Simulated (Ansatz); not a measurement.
Crystal: NiMoIrPdW.

```
CELL_PARAMETERS angstrom
2.76078 0.00000 0.00000
-1.38039 2.39090 0.00000
0.00000 0.00000 11.34051
ATOMIC_POSITIONS crystal
Ni 0.00000 0.00000 0.70917
Mo 0.66667 0.33333 0.29425
Pd 0.66667 0.33333 0.89901
Ir 0.00000 0.00000 0.10604
W 0.66667 0.33333 0.52921
```

The cell was built by a generator and needn't be a form met in nature.

Base run:

```yaml
Program: Ansatz 0.2.0
Functional: revPBE
Potentials_or_basis: Ansatz PAW
Cutoff: 420 eV
Density_cutoff: 1680 eV
k_mesh: 11 × 11 × 3
Occupations: fermi-dirac, width 0.05 eV
Spin: collinear spin, ferromagnetic start
Starting_moments: "[1.0, 1.0, 0.0, 0.6, 0.0] μB"
```

Its results: band gap on the k mesh none (metal or under the smearing width); pressure 2.7 GPa; net moment 0.00 μB per cell; largest force 0.327 eV/Å.

Task: The run is repeated on the same cell with these changes: functional from revPBE to BLYP. What comes out?

Result: Band gap on the k mesh none (metal or under the smearing width); pressure 10.6 GPa; net moment 0.00 μB per cell; largest force 0.569 eV/Å.

Caveats: the potentials were made for another functional, which shifts forces and pressure; the PAW data sets come from PBE, with cores solved anew for the run's functional, which leaves a small shift of forces and pressure.

Not every run made on this cell is shown here.
